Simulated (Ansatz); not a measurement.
Write a Python script for the Python package of Ansatz (0.2.0) that makes a short molecular-dynamics run of C₂H₄AlN, SMILES C#[C][AlH][NH2]. Settings: PBE, 6-31G basis, multiplicity 1.

Contents of `c2h4aln.xyz`:
```text
8

C     0.94650    1.88340   -1.15420
C     0.47220    1.13840   -0.35760
Al   -0.23660   -0.12510    0.93120
N    -0.68700   -1.85430    0.37790
H     1.27080    2.61220   -1.89430
H    -0.29760    0.29800    2.48450
H     0.08410   -2.30200   -0.09220
H    -1.46030   -1.70770   -0.35110
```

`md_c2h4aln.py`:
```python
"""A short Born-Oppenheimer trajectory of C2H4AlN."""

import ansatz as az
import numpy as np

molecule = az.Crystal.molecule_from_extxyz("c2h4aln.xyz")

job = molecule.calculation()
job = job.basis(gaussian="6-31G")
job = job.functional("pbe")
job = job.md("nve", timestep=0.5, steps=40, temperature=300, initial_velocities="maxwell_boltzmann", seed=85)
frames = []
job.session().plan().execute(on_event=lambda e: frames.append(e["data"]) if e["event"] == "md_step" else None)
print("t (fs)   E_pot (eV)      E_kin (eV)   T (K)   d(0-1) (A)")
for f in frames[::2]:
    xyz = np.array(f["positions_ang"])
    print(f"{f['time_fs']:6.2f} {f['lagrangian_ev']:14.5f} {f['e_kin_ev']:10.5f} {f['temperature_k']:8.1f} {np.linalg.norm(xyz[0] - xyz[1]):9.4f}")
kept = np.array([f["conserved_ev"] for f in frames])
print(f"conserved energy moves by at most {1000 * np.ptp(kept):.3f} meV")
symbols = [site.symbol for site in molecule.cartesian_sites]
with open("last_frame.xyz", "w") as handle:
    handle.write(f"{len(symbols)}\nt = {frames[-1]['time_fs']} fs\n")
    handle.writelines("{:2s} {:10.5f} {:10.5f} {:10.5f}\n".format(s, *xyz) for s, xyz in zip(symbols, frames[-1]["positions_ang"]))
```

Running `python md_c2h4aln.py` prints:
```text
t (fs)   E_pot (eV)      E_kin (eV)   T (K)   d(0-1) (A)
  0.00   -10214.08906    0.23267    300.0    1.1894
  1.00   -10214.03467    0.17899    230.8    1.1773
  2.00   -10214.03031    0.17491    225.5    1.1761
  3.00   -10214.09005    0.23415    301.9    1.1855
  4.00   -10214.18552    0.32900    424.2    1.2029
  5.00   -10214.27826    0.42127    543.2    1.2246
  6.00   -10214.33437    0.47679    614.8    1.2467
  7.00   -10214.31992    0.46245    596.3    1.2663
  8.00   -10214.24616    0.39008    503.0    1.2813
  9.00   -10214.18887    0.33332    429.8    1.2905
 10.00   -10214.18265    0.32658    421.1    1.2931
 11.00   -10214.20562    0.34946    450.6    1.2889
 12.00   -10214.24838    0.39206    505.5    1.2781
 13.00   -10214.29994    0.44311    571.3    1.2617
 14.00   -10214.33311    0.47604    613.8    1.2411
 15.00   -10214.33536    0.47840    616.8    1.2187
 16.00   -10214.31057    0.45349    584.7    1.1978
 17.00   -10214.25812    0.40173    518.0    1.1825
 18.00   -10214.22073    0.36559    471.4    1.1764
 19.00   -10214.26051    0.40467    521.8    1.1813
 20.00   -10214.34197    0.48471    625.0    1.1966
conserved energy moves by at most 2.564 meV
```

It writes `last_frame.xyz`:
```text
8
t = 20.0 fs
C     0.91702    1.91315   -1.16634
C     0.48379    1.16657   -0.33755
Al   -0.22232   -0.15491    0.91749
N    -0.68409   -1.79207    0.31360
H     1.47102    2.58153   -1.82233
H    -0.36261    0.30039    2.48239
H    -0.09146   -2.56870    0.62388
H    -1.62950   -2.16979    0.02912
```

Notes:
- Total energies depend on the basis set; only differences at equal settings carry meaning.
- The trajectory is only some femtoseconds long, so its temperature is not equilibrated; where the script doesn't relax first, it starts from a rough generated geometry.
- The temperature counts the internal degrees of freedom alone.
- Hardware and time: 74 s on 1 thread of Arm Neoverse V1, with other jobs on the host, peak memory 0.16 GiB.

(Lines on the test bed's own set-up are left out of the output.)
